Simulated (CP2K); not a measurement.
**Al3Au under changes of volume**

One of the cells (16.640 Å³/atom); the others are scaled copies at fixed shape and fractional positions:

```
Au Al
1.0
     4.96588    0.00000    0.00000
     1.66175    4.67959    0.00000
    -3.31382   -2.33979    2.86425
Au Al
1 3
Direct
  0.00000 0.00000 0.00000
  0.50000 0.50000 0.00000
  0.25000 0.75000 0.50000
  0.75000 0.25000 0.50000
```

The cell comes from a database or a generator and needn't be the stable form of this composition.

| Property | Result |
| --- | --- |
| Program | CP2K 2026.2 |
| Functional | PBE |
| Potentials or basis | POTENTIAL_UZH Au GTH-PBE-q11, Al GTH-PBE-q3; TZVP-MOLOPT-PBE-GTH basis |
| Density cutoff | 6803 eV |
| k mesh | 9 × 9 × 9 |
| Occupations | fermi-dirac, width 0.05 eV |
| Spin | no spin polarisation |

```tsv
volume (Å³/atom)	energy over the lowest point (meV/atom)	pressure (GPa)
15.642	29.77	8.4
15.974	15.14	5.8
16.307	?	?
16.640	0.78	1.3
16.973	0.00	-0.5
17.306	2.90	-2.2
17.638	9.10	-3.7
```

Question: What does the run at 16.307 Å³/atom give?

Answer: Energy over the lowest point 5.66 meV/atom; pressure 3.4 GPa.

Worked out: A Birch-Murnaghan fit of order 3 (a polynomial in V^(-2/3)) to the other rows has its minimum at 16.87 Å³/atom with B0 = V·E''(V) = 93 GPa and B' = 4.7 at fixed shape and positions, which overstates the stiffness. It gives 5.65 meV/atom at 16.307 Å³/atom, against the run's 5.66, and -dE/dV = 3.4 GPa, against 3.4.

Energies are extrapolated to zero smearing.

Caveats: with these potentials and basis sets, volumes of gold and of layered tellurides can stand 1.5 % and more from those of plane-wave programs; the basis of atomic orbitals isn't converged, which shifts pressures, moduli and gaps.
